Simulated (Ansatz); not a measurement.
# Ta4NiO11 (Cmmm) in Ansatz: single point with PBE

Aim: the single point of Ta4NiO11 with PBE.

Program: Ansatz 0.2.0. These are calculated values, not measurements. Logs are shortened: lines on timing, memory, paths and dates and some standing lists are left out, and cuts for length are marked.

## Step 1: The structure

It takes space group Cmmm (No. 65, orthorhombic). Conventional cell: a = 3.910 Å, b = 29.659 Å, c = 3.886 Å, α = 90.00°, β = 90.00°, γ = 90.00°. Ta (site symmetry m2m) has 5 O at 1.91 to 2.02 Å as nearest neighbours. Around Ta (site symmetry m2m) lie 5 O at 1.91 to 1.99 Å. Ni (site symmetry mmm) has 4 O at 1.88 to 1.95 Å as nearest neighbours. O (site symmetry m2m) is surrounded by 2 Ta at 1.91 Å. Around O (site symmetry m2m) lie 3 Ta at 2.02 to 2.21 Å. O (site symmetry m2m) is surrounded by 1 Ni at 1.88 Å and 2 Ta at 1.99 Å. O (site symmetry mmm) has 2 Ni at 1.95 Å and 2 Ta at 2.24 Å as nearest neighbours. O (site symmetry m2m) is surrounded by 2 Ta at 1.95 Å.

The cell was built by a generator and needn't be a form met in nature.

## Step 2: Single point, PBE, collinear spin, ferromagnetic start

input.yaml reads:

```yaml
crystal:
  lattice:
    - [1.95495, -14.82973, 0.0]
    - [1.95495, 14.82973, 0.0]
    - [0.0, 0.0, 3.8859]
  atoms:
    - { symbol: Ta, position: [0.20437, 0.79563, 0.0] }
    - { symbol: Ta, position: [0.92451, 0.07549, 0.0] }
    - { symbol: Ta, position: [0.07549, 0.92451, 0.0] }
    - { symbol: Ta, position: [0.79563, 0.20437, 0.0] }
    - { symbol: Ni, position: [0.5, 0.5, 0.0], spin: 1.0 }
    - { symbol: O, position: [0.13987, 0.86013, 0.0] }
    - { symbol: O, position: [0.72107, 0.27893, 0.0] }
    - { symbol: O, position: [0.43645, 0.56355, 0.0] }
    - { symbol: O, position: [0.56355, 0.43645, 0.0] }
    - { symbol: O, position: [0.0, 0.0, 0.0] }
    - { symbol: O, position: [0.86013, 0.13987, 0.0] }
    - { symbol: O, position: [0.27893, 0.72107, 0.0] }
    - { symbol: O, position: [0.9279, 0.0721, 0.5] }
    - { symbol: O, position: [0.0721, 0.9279, 0.5] }
    - { symbol: O, position: [0.79436, 0.20564, 0.5] }
    - { symbol: O, position: [0.20564, 0.79436, 0.5] }
hamiltonian:
  xc: pbe
  pseudopotentials: { kind: paw, source: jth }
magnetization:
  spin_polarized: true
kpoints:
  mp_grid: { grid: [7, 7, 7] }
scf:
  occupations: { method: fermi_dirac, width: 0.05 }
output:
  forces: true
  stress: true
  eigenvalues: true
```

Potentials or basis: JTH PAW.

Started as:

```sh
> ansatz run input.yaml --threads 8 --pin off --max-ram 20480MiB --backend cpu --events-out ev --progress --plain --runs-dir out
```

Output:

```text
Warning: the checks of this Ta dataset prove no rule for summing its radial tables, as where they were carried onto another mesh than they were made on, and Gregory's rule is taken, under which a leading mesh point left out moves its sums only by what lay on the interval it spanned. That does not make them correct, and they differ from Quantum ESPRESSO's on this file; a re-export a fraction of a mesh step off can move them. hamiltonian.pseudopotentials.radial_quadrature: simpson_from_first_knot sums it by `pw.x`'s rule; on a PAW file no value gives `pw.x`'s numbers. What more to know: hamiltonian.pseudopotentials.radial_quadrature, in the input reference
Warning: the checks of this Ni dataset prove no rule for summing its radial tables, as where they were carried onto another mesh than they were made on, and Gregory's rule is taken, under which a leading mesh point left out moves its sums only by what lay on the interval it spanned. That does not make them correct, and they differ from Quantum ESPRESSO's on this file; a re-export a fraction of a mesh step off can move them. hamiltonian.pseudopotentials.radial_quadrature: simpson_from_first_knot sums it by `pw.x`'s rule; on a PAW file no value gives `pw.x`'s numbers. What more to know: hamiltonian.pseudopotentials.radial_quadrature, in the input reference
Warning: the checks of this O dataset prove no rule for summing its radial tables, as where they were carried onto another mesh than they were made on, and Gregory's rule is taken, under which a leading mesh point left out moves its sums only by what lay on the interval it spanned. That does not make them correct, and they differ from Quantum ESPRESSO's on this file; a re-export a fraction of a mesh step off can move them. hamiltonian.pseudopotentials.radial_quadrature: simpson_from_first_knot sums it by `pw.x`'s rule; on a PAW file no value gives `pw.x`'s numbers. What more to know: hamiltonian.pseudopotentials.radial_quadrature, in the input reference
Warning: RAYON_NUM_THREADS=8 ignored (pool sized by the plan → 8); use --threads N
basis.fft_grid_basis auto: the FFT boxes are laid along the combinations [[1, 1, 0], [0, 1, 0], [0, 0, 1]] of the cell's own vectors, 3.910, 14.958 and 3.886 Å long. The dense box has 64×240×64 points. Along the cell's own vectors, as sized, it would have 240×240×64, 3.75 times as many. Of the 8 symmetry operations that the crystal satisfies within crystal.symmetry.tolerance (time reversal apart; of a slab, those that keep its plane) the dense box along the cell's own vectors carries 8, and the one as laid loses 4 of those. basis.fft_grid_basis: typed keeps the cell's own vectors: state it where this run's energies or levels are differenced outside the engine with another run's, or held beside a run that keeps those vectors.
Engine: ansatz 0.2.0, aarch64-unknown-linux-gnu
Pseudopotentials: kind: paw
Pseudopotential: Ta, paw, valence charge 13, recommended cutoff 1290 eV (normal), Ta.paw.azcp
Pseudopotential: Ni, paw, valence charge 18, recommended cutoff 2400 eV (normal), Ni.paw.azcp
Pseudopotential: O, paw, valence charge 6, recommended cutoff 1380 eV (normal), O.paw.azcp
Functional definition: PBE
  parameter kappa = 0.804
  parameter beta = 0.06672455060314922
  exchange = pbe_x(kappa = kappa, mu = beta*pi^2/3)
  correlation = pbe_c(beta = beta)
Crystal: 16 atoms, lattice volume = 225.315 Å³
Basis set: ecut = 2400 eV, 60143 PW (Γ), FFT grids on a1+a2, a2, a3, exchange–correlation on 128×480×128 points (8 copies of the dense FFT grid, shifted against one another)
Bands: 85, of which v1, the nominal top of the filled ones, is band 68 counted from 1 (67 counted from 0)
Symmetry: 8 space group operations
Space group: Cmmm (ITA 65), of the structure as read, at distance tolerance 6.1e-5 Å
Magnetic group: BNS 65.481 (UNI 579), of the structure as read, at distance tolerance 6.1e-5 Å
k-points: 64 of 343
Non-local potential: Ta, projectors of the file, l = 0: 2, l = 1: 2, l = 2: 2
Non-local potential: Ni, projectors of the file, l = 0: 2, l = 1: 2, l = 2: 2
Non-local potential: O, projectors of the file, l = 0: 2, l = 1: 2
PAW form: soft (Blöchl's): semilocal exchange-correlation on the pseudo side does not see the compensation charge
PAW one-centre angular grid: Ta, 590 points (default); XC on 126 of its mesh's 976 points in the sphere
PAW one-centre angular grid: Ni, 590 points (default); XC on 64 Gauss nodes
PAW one-centre angular grid: O, 110 points (default); XC on 64 Gauss nodes
Initial density: superposition of atomic densities (chi_scale 0.1, normalization cell, long waves 68 % of neutral atoms (reshape's long-wave potential 1.68 eV rms, cloud 2.36 Å wide))
Starting moments: Σ|m| = 1 μB on 1 of 16 sites
[... 25 lines left out ...]
SCF iter  20: F=—  HF=-51666.356927 eV  |F-HF|=—  |Δ(HF+E_count)|=   7.94e-7  Δρ=2.01e-5 (↑1.89e-5 ↓2.01e-5)  dr2=3.00e-6  dr2_m=3.56e-9  M=0.853 μB ∫|m|=0.891 μB  β_m=0.70  ethr=3.07e-9  ⟨swp⟩=2.4  Hψ=19743  notcnv=0  defer=1235
SCF iter  21: F=—  HF=-51666.356926 eV  |F-HF|=—  |Δ(HF+E_count)|=   6.62e-7  Δρ=5.44e-6 (↑4.98e-6 ↓5.44e-6)  dr2=3.75e-7  dr2_m=6.88e-10  M=0.853 μB ∫|m|=0.891 μB  β_m=0.85  ethr=2.20e-9  ⟨swp⟩=2.0  Hψ=19617  notcnv=0  defer=1235
SCF iter  22: F=—  HF=-51666.356927 eV  |F-HF|=—  |Δ(HF+E_count)|=   5.11e-8  Δρ=3.74e-6 (↑2.50e-6 ↓3.74e-6)  dr2=1.06e-7  dr2_m=1.35e-9  M=0.853 μB ∫|m|=0.891 μB  β_m=0.92  ethr=2.75e-10  ⟨swp⟩=2.0  Hψ=14738  notcnv=0  defer=1235
SCF iter  23: F=—  HF=-51666.356927 eV  |F-HF|=—  |Δ(HF+E_count)|=   1.93e-8  Δρ=1.02e-6 (↑9.51e-7 ↓1.02e-6)  dr2=1.21e-8  dr2_m=2.84e-11  M=0.853 μB ∫|m|=0.891 μB  β_m=0.96  ethr=7.81e-11  ⟨swp⟩=2.0  Hψ=16594  notcnv=0  defer=1235
SCF iter  24: F=-51666.356927 eV  HF=-51666.356927 eV  |F-HF|=3.09e-9  |Δ(HF+E_count)|=   5.95e-9  Δρ=7.91e-7 (↑4.45e-7 ↓7.91e-7)  dr2=4.34e-9  dr2_m=9.38e-11  M=0.853 μB ∫|m|=0.891 μB  ethr=8.88e-12  ⟨swp⟩=10.6  Hψ=48591  notcnv=0
SCF 1 converged in 24 iterations: F = -51666.356927 eV  dr2 = 4.34e-9
SCF converged after 24 iterations
Magnetization: 0.8526 μB (68.4263 up, 67.5737 down)
Absolute magnetization: 0.8908 μB (∫|ρ↑−ρ↓|, with the PAW one-centre terms)
Spin contamination: 0.0166 ħ² per cell (⟨S²⟩ above its minimum at these occupations)
Per-site moments (μB) at R_I (Å): [(-1.4809915545765242e-5, 0.7891270076250002), (-0.0011236773642335526, 0.7876588643550003), (-0.0011236773642335272, 0.7876588643550003), (-1.4809915545778244e-5, 0.7891270076250002), (0.6826449281718953, 0.7775042067374998), (-0.0004613013327587009, 0.7876588643550003), (-4.066819577758612e-5, 0.8318975005336526), (0.00896643032190443, 0.7775042067374998), (0.008966430321904457, 0.7775042067374998), (0.0941977325194422, 0.8064168749999999), (-0.0004613013327587195, 0.7876588643550003), (-4.066819577764483e-5, 0.8318975005336526), (0.003007082927919383, 0.8025393020140705), (0.0030070829279193758, 0.8025393020140705), (5.421008740438324e-5, 0.801617475166735), (5.421008740438332e-5, 0.801617475166735)]
Free energy (F): -51666.356927 eV
Harris-Foulkes:  -51666.356927 eV  (|F-HF|=3.09e-9)
Internal energy: -51666.343927 eV  (E = F + TS)
E sigma→0 (E₀):  -51666.350427 eV
Entropy (-TS):   -0.013000 eV (-0.812 meV/atom)
Fermi energy:    7.772732 eV
--- Per-component energies (eV) ---
  E_band       = -1615.233578
  E_kinetic    = 3677.149309
  E_local      = -13492.220659  (includes V_loc(G=0)·N_el)
  E_nonlocal   = -962.437715
  E_hartree    = 5967.204521
  E_xc         = -1946.174201
  E_vxc        = -1811.155711  (∫ρ·V_xc dr)
  E_paw        = -36334.845748  (= ΣΔE_a)
  E_vpaw       = -960.974485  (= ΣTr[D̂ρ^β])
  E_aug_tail   = -0.000037  (compensation charges beyond the density's cutoff)
  E_ewald      = -8575.019397
  E_smearing   = -0.013000  (= −TS)
  E_closure    = -0.000000  (closes the sum)
  Σ components = -51666.356927   (vs F -51666.356927, Δ=0.00e0)
--- Forces (eV/Å), atoms counted from 1 ---
  atom   1  Ta     0.00000000    -0.07202348     0.00000000
  atom   2  Ta     0.00000000    -0.06043839     0.00000000
  atom   3  Ta     0.00000000     0.06043839     0.00000000
  atom   4  Ta     0.00000000     0.07202348     0.00000000
  atom   5  Ni     0.00000000     0.00000000     0.00000000
  atom   6  O      0.00000000    -0.00923904     0.00000000
[... 8 lines left out ...]
  atom  15  O      0.00000000     0.00130795     0.00000000
  atom  16  O      0.00000000    -0.00130795     0.00000000
  max |Σ_I F_I| component: 1.04e-17 eV/Å
--- Stress (GPa, compression-positive) ---
        0.398066       0.000000       0.000000
        0.000000       0.588442       0.000000
        0.000000       0.000000       0.668410
  P = ⅓ Tr σ = 0.5516 GPa (5.516 kbar)
--- Band table (eV; the first three rows and the last of 128) ---
  k-point 0 ↑: bands = ["-95.7911", "-61.3472", "-61.3399", "-61.2268", "-61.2268", "-56.6109", "-56.5007", "-55.4511", "-28.0091", "-27.8780", "-27.8690", "-27.8251", "-27.8090", "-27.7951", "-27.7575", "-27.7574", "-27.6721", "-27.6560", "-27.5486", "-27.5483", "-11.7375", "-11.5275", "-11.4280", "-10.8692", "-10.7519", "-10.5083", "-10.2719", "-10.2228", "-10.1896", "-10.1429", "-10.1204", "1.1489", "1.1758", "1.7999", "1.8280", "2.1451", "2.6288", "2.6444", "2.8295", "3.5998", "3.7330", "3.8119", "3.8524", "4.0036", "4.0582", "4.1566", "4.1694", "4.4380", "4.5202", "4.5545", "5.0416", "5.2381", "5.2398", "5.4328", "5.6364", "5.6924", "5.7076", "5.7509", "5.8690", "5.8922", "5.9078", "5.9170", "5.9305", "6.0010", "6.0616", "6.4875", "6.5291", "7.0195", "7.1871", "8.8378", "9.1134", "9.1349", "9.2901", "9.3439", "9.5367", "10.2822", "10.3719", "11.0740", "11.2077", "11.6841", "11.8731", "12.0645", "12.7312", "12.7904", "13.5892"]
  k-point 1 ↑: bands = ["-95.7911", "-61.3470", "-61.3398", "-61.2266", "-61.2266", "-56.6109", "-56.5007", "-55.4512", "-28.0081", "-27.8771", "-27.8682", "-27.8242", "-27.8082", "-27.7943", "-27.7567", "-27.7566", "-27.6941", "-27.6777", "-27.5705", "-27.5702", "-11.7162", "-11.4959", "-11.4085", "-10.8563", "-10.7445", "-10.4624", "-10.2165", "-10.0603", "-9.9795", "-9.9479", "-9.9386", "1.1571", "1.1828", "1.8154", "1.8362", "2.1616", "2.6419", "2.6584", "2.8010", "3.1751", "3.3392", "3.5487", "3.7330", "3.8191", "3.8294", "4.0121", "4.1713", "4.4120", "4.4366", "4.5343", "4.5457", "4.8050", "4.8888", "5.1620", "5.2448", "5.2538", "5.2744", "5.4619", "5.4635", "5.6141", "5.6281", "5.6340", "5.7001", "5.9586", "5.9622", "6.4323", "6.5666", "7.0327", "7.1592", "9.5304", "9.7901", "9.8032", "9.9094", "9.9198", "9.9856", "10.3142", "10.4123", "11.3124", "11.4282", "11.8846", "11.9017", "12.0729", "12.8598", "12.9633", "13.6348"]
  k-point 2 ↑: bands = ["-95.7911", "-61.3466", "-61.3393", "-61.2262", "-61.2261", "-56.6109", "-56.5007", "-55.4513", "-28.0061", "-27.8753", "-27.8663", "-27.8223", "-27.8064", "-27.7925", "-27.7548", "-27.7548", "-27.7432", "-27.7258", "-27.6191", "-27.6188", "-11.6781", "-11.4429", "-11.3757", "-10.8383", "-10.7314", "-10.4170", "-10.2008", "-9.5423", "-9.4357", "-9.4203", "-9.4175", "1.1765", "1.2003", "1.8544", "1.8579", "2.2028", "2.2702", "2.3744", "2.5192", "2.5987", "2.6738", "2.6949", "2.6961", "2.9711", "3.1392", "3.5201", "3.8377", "4.0275", "4.0362", "4.1547", "4.3687", "4.4166", "4.4756", "4.5363", "4.5625", "4.7833", "4.8209", "4.8312", "4.9805", "5.0226", "5.2356", "5.6369", "5.9354", "6.2074", "6.2241", "6.4064", "6.6412", "7.0835", "7.1187", "10.2617", "10.3518", "10.8965", "11.0373", "11.0874", "11.0884", "11.1151", "11.1996", "11.9117", "12.0841", "12.0927", "12.1286", "12.4883", "13.0740", "13.3016", "13.7026"]
  k-point 63 ↓: bands = ["-94.8980", "-61.3462", "-61.3390", "-61.2271", "-61.2271", "-55.6974", "-55.5187", "-54.7338", "-28.0041", "-27.8779", "-27.8648", "-27.8121", "-27.8050", "-27.7984", "-27.7820", "-27.7639", "-27.7551", "-27.7550", "-27.6594", "-27.6591", "-11.6082", "-11.4339", "-11.3239", "-10.8319", "-10.6452", "-10.3206", "-10.1961", "-9.0427", "-8.9201", "-8.9095", "-8.9069", "0.9354", "1.2241", "1.3268", "1.3737", "1.3847", "1.8040", "1.8863", "2.0928", "2.1982", "2.2681", "2.2941", "2.4525", "2.7688", "3.1918", "3.3429", "3.5285", "3.8983", "4.0007", "4.0200", "4.1779", "4.2258", "4.2731", "4.3161", "4.3658", "4.5667", "4.5960", "4.6965", "4.7312", "5.0261", "5.0896", "5.5624", "6.3020", "6.5170", "6.7211", "7.0361", "7.1356", "7.4734", "8.3356", "10.2713", "10.4368", "11.8627", "11.9430", "11.9884", "12.0219", "12.0316", "12.0420", "12.0946", "12.1333", "12.8067", "12.8408", "13.0798", "13.3865", "13.7623", "14.0780"]
```

Run time: 7.8 min. Hardware: 8 threads of Arm Neoverse V2, shared host; peak memory 16 GiB.

Results:

* Free energy: -51666.3569 eV
* Pressure: 0.6 GPa
* Largest force: 0.078 eV/Å
* Band gap on the k mesh: none (metal or under the smearing width)
* Net moment: 0.85 μB per cell
* Absolute moment: 0.89 μB per cell
* Site moments: Ta -0.00; Ni +0.68; O -0.00, +0.01, +0.09, +0.00 μB

Forces in eV/Å, atoms in the order of the input:
```
Ta   0.000 -0.072  0.000
Ta   0.000 -0.060  0.000
Ta   0.000  0.060  0.000
Ta   0.000  0.072  0.000
Ni   0.000  0.000  0.000
O    0.000 -0.009  0.000
O    0.000 -0.017  0.000
O    0.000  0.078  0.000
O    0.000 -0.078  0.000
O    0.000  0.000  0.000
O    0.000  0.009  0.000
O    0.000  0.017  0.000
O    0.000 -0.011  0.000
O    0.000  0.011  0.000
O    0.000  0.001  0.000
O    0.000 -0.001  0.000
```

Stress tensor (GPa, compression positive):
```
0.40 0.00 0.00
0.00 0.59 0.00
0.00 0.00 0.67
```

Levels at points of the mesh, in eV from the Fermi level:
Spin up:
| k point | band 65 | band 66 | band 67 | band 68 | band 69 | band 70 | band 71 | band 72 |
| --- | --- | --- | --- | --- | --- | --- | --- | --- |
| (0.00, 0.00, 0.00) | -1.71 | -1.29 | -1.24 | -0.75 | -0.59 | 1.07 | 1.34 | 1.36 |
Spin down:
| k point | band 65 | band 66 | band 67 | band 68 | band 69 | band 70 | band 71 | band 72 |
| --- | --- | --- | --- | --- | --- | --- | --- | --- |
| (0.00, 0.00, 0.00) | -1.01 | -0.88 | -0.74 | -0.23 | 0.38 | 1.07 | 1.34 | 1.38 |

Caveat: a cell with one magnetic atom can't hold antiferromagnetic order, which such compounds often take; semilocal functionals often make such compounds metallic where correlation or magnetic order opens a gap, which also shifts bond lengths. With open d or f shells a metallic result of PBE can be an artefact of self-interaction; +U or a hybrid may open a gap.
